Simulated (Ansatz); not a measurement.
**BrHOSi: vertical ionisation energy**

Aim: the vertical ionisation energy of BrHOSi, as cation minus neutral at the neutral's geometry, on several levels, and how well −ε(HOMO) stands in for it.

Method: unrestricted cation, the program's frozen cores in correlated methods; program: Ansatz 0.2.0, Gaussian basis.

The runs, in order: UKS PBE-D4/def2-TZVPP; UKS r2SCAN-D4/def2-TZVPP; UKS PBE0-D4/def2-TZVPP; UKS B3LYP-D4/def2-TZVPP; UKS wB97X-V/def2-TZVPP; UKS wB97M-V/def2-TZVPP; UKS B2PLYP/def2-TZVPP; UHF-CCSD(T)/def2-TZVPP; UHF-MP2/def2-QZVPP; extrapolation to the limit; then −ε(HOMO) from the neutral's earlier runs with LDA (SPW92), PBE-D4, revPBE-D4, BLYP-D4, r2SCAN-D4, B97M-V, PBE0-D4, B3LYP-D4, r2SCANh-D4, r2SCAN0-D4, HSE06-D4, BHLYP-D4, CAM-B3LYP-D4, LC-ωPBE, ωB97X-V, ωB97M-V.

**1. The geometry**

An earlier PBE0-D4 in a triple-zeta def2 set relaxation fixed the geometry.

SMILES `O[Si]Br`, 4 atoms, charge 0, spin multiplicity 1.

Atoms are counted from 1 here; the program's logs count them from 0.

Bond lengths: O1–Si2 1.635 Å, O1–H4 0.963 Å, Si2–Br3 2.289 Å. Angles: Si2–O1–H4 120.7°, O1–Si2–Br3 101.2°.

**2. Cation, UKS PBE-D4/def2-TZVPP**

in.yaml reads:

```yaml
crystal:
  periodic: [false, false, false]
  atoms:
    - {symbol: O, position_ang: [-0.885206, 0.465063, -0.454500]}
    - {symbol: Si, position_ang: [-0.590515, -0.799573, 0.539768]}
    - {symbol: Br, position_ang: [1.692581, -0.725172, 0.691617]}
    - {symbol: H, position_ang: [-0.161361, 0.999382, -0.797184]}
basis:
  gaussian: {orbitals: def2-TZVPP}
total_charge: 1
magnetization: {spin_polarized: true, initial_magnetization: 1}
hamiltonian: {xc: pbe, dispersion: d4}
```

After this run come: Cation, UKS r2SCAN-D4/def2-TZVPP; Cation, UKS PBE0-D4/def2-TZVPP; Cation, UKS B3LYP-D4/def2-TZVPP; Cation, UKS wB97X-V/def2-TZVPP; Cation, UKS wB97M-V/def2-TZVPP; Cation, UKS B2PLYP (frozen core)/def2-TZVPP; Cation, UHF-CCSD(T)/def2-TZVPP; Cation, UHF-MP2/def2-QZVPP.

**Question.** What will the summary of the whole plan be? Wanted: ionisation energy, CCSD(T)/CBS; nearest functional by difference; nearest −ε(HOMO); −ε(HOMO) of PBE; T1 of the cation.

As calculated:

```
                        quantity               value
  ionisation energy, CCSD(T)/CBS             9.99 eV
nearest functional by difference  ωB97M-V (-0.13 eV)
                nearest −ε(HOMO)  LC-ωPBE (+0.06 eV)
                 −ε(HOMO) of PBE             6.46 eV
                T1 of the cation               0.019
```

What this shows: By cation minus neutral, the functionals miss by 0.40 eV at most. The PBE orbital energy is 3.5 eV too small: a semilocal HOMO is no ionisation energy. Among orbital estimates LC-ωPBE comes nearest. Hartree-Fock falls 1.06 eV short, as the neutral has more correlation energy than the cation. Correlated methods include outer-core shells of Br, which these sets cover unevenly. With outer-core shells in play the reference is unsure by up to some tenths of an eV, so close misses can't be ranked.
